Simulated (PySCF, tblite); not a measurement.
# C7H9BCl2: geometry, infrared bands and NMR shifts

Aim: predict the infrared bands and NMR shifts of C7H9BCl2 (`CC1=C[C@@]1(B(Cl)Cl)C1CC1`).

The runs use tblite 0.8.0 and PySCF 2.14.0, with density-fitted response routines of our own; the level of theory stands in each step. All values are computed, except where a source is named. Atoms are numbered from 0 throughout.

## (1) The starting structure

19 atoms, charge 0, multiplicity 1; geometry from: force field or distance geometry start.

Bonds of the start (Å): C0–C1 1.51, C1–C2 1.34, C2–C3 1.48, C3–B4 1.61, B4–Cl5 1.85, B4–Cl6 1.86, C3–C7 1.48, C7–C8 1.51, C8–C9 1.52, C3–C1 1.48, C9–C7 1.50, C0–H10 1.12, C0–H11 1.09, C0–H12 1.11, C2–H13 1.10, C7–H14 1.13, C8–H15 1.08, C8–H16 1.12, C9–H17 1.10, C9–H18 1.11.

## (2) Relaxing the molecule with GFN2-xTB

Job settings and geometry (Å):

```
{"job": {"kind": "relax", "xc": "GFN2-xTB", "basis": "xTB"}, "charge": 0, "multiplicity": 1}
C      2.076800    -1.527900    -0.028600
C      1.276800    -0.273000     0.200700
C      1.272900     1.062900     0.106400
C      0.063700     0.432800     0.676000
B     -0.110300     0.702800     2.250800
Cl    -1.555200    -0.136400     3.046700
Cl     0.185700     2.461300     2.766400
C     -1.216100     0.317500    -0.056900
C     -1.281600     0.772700    -1.497900
C     -1.456200    -0.695700    -1.136000
H      1.404100    -2.401000    -0.212500
H      2.709800    -1.441400    -0.914300
H      2.732900    -1.685000     0.846600
H      1.832700     1.952700    -0.223800
H     -2.129100     0.541500     0.570000
H     -0.398200     1.128900    -2.002300
H     -2.245400     1.290400    -1.735100
H     -0.686200    -1.399200    -1.478900
H     -2.487000    -1.094600    -1.184700
```

The run is started by

```console
$ OMP_NUM_THREADS=1 python probes_run.py task.json out
```

The driver reads the jobs from task.json and runs them one after another.

**Question.** This job is followed by: GFN2-xTB harmonic vibrations, gas phase; GIAO PBE0/pcSseg-1 NMR shielding, non-relativistic, gas phase. What will the session give for the following? strongest single infrared mode (GFN2-xTB); zero-point energy (GFN2-xTB); 13C shifts against TMS (PBE0/pcSseg-1); 1H shifts against TMS (PBE0/pcSseg-1, means over atoms taken as alike); 11B shifts against BF3·OEt2 (PBE0/pcSseg-1); 35Cl shifts against HCl (PBE0/pcSseg-1, means over atoms taken as alike); surface potential, 1st and 99th percentile.

The runs gave:

```
                                                                quantity                                           value
                               strongest single infrared mode (GFN2-xTB)                           1134 cm⁻¹, 192 km/mol
                                            zero-point energy (GFN2-xTB)                                   88.0 kcal/mol
                                  13C shifts against TMS (PBE0/pcSseg-1)    130.4, 103.0, 35.6, 17.2, 13.1, 6.0, 4.6 ppm
  1H shifts against TMS (PBE0/pcSseg-1, means over atoms taken as alike)  5.87, 2.34, 1.45, 0.61, 0.16, -0.11, -0.24 ppm
                             11B shifts against BF3·OEt2 (PBE0/pcSseg-1)                                        61.8 ppm
35Cl shifts against HCl (PBE0/pcSseg-1, means over atoms taken as alike)                                         252 ppm
                                   surface potential, 1st and 99th percentile                              -0.68 V and 1.13 V
```

In words: Relaxing lowered the energy by 1.329 eV in 172 steps; the close pair that moved most is B4–Cl5, from 1.851 to 1.722 Å. No mode is imaginary among the 51: a minimum at this level. The strongest single mode, at 1134 cm⁻¹, moves mainly C3 and B4. GFN2-xTB is a fitted tight-binding method: band positions and strengths are rough. Its intensities can rank the bands wrongly. The most deshielded hydrogen is H13 (hydrogen on an alkene CH), at 5.87 ppm: a vinylic proton, deshielded by the sp2 carbon and the C=C anisotropy. At PBE0/pcSseg-1: The widest tensor belongs to Cl5, Cl6: span 526 ppm, with a paramagnetic part of -450 ppm. At PBE0/pcSseg-1, counted by nearest atom on the grid, the HOMO lies on C1, C2 about 27 % each; C3, C7 about 8 % each, the LUMO on B4 48 %; Cl5, Cl6 about 11 % each.
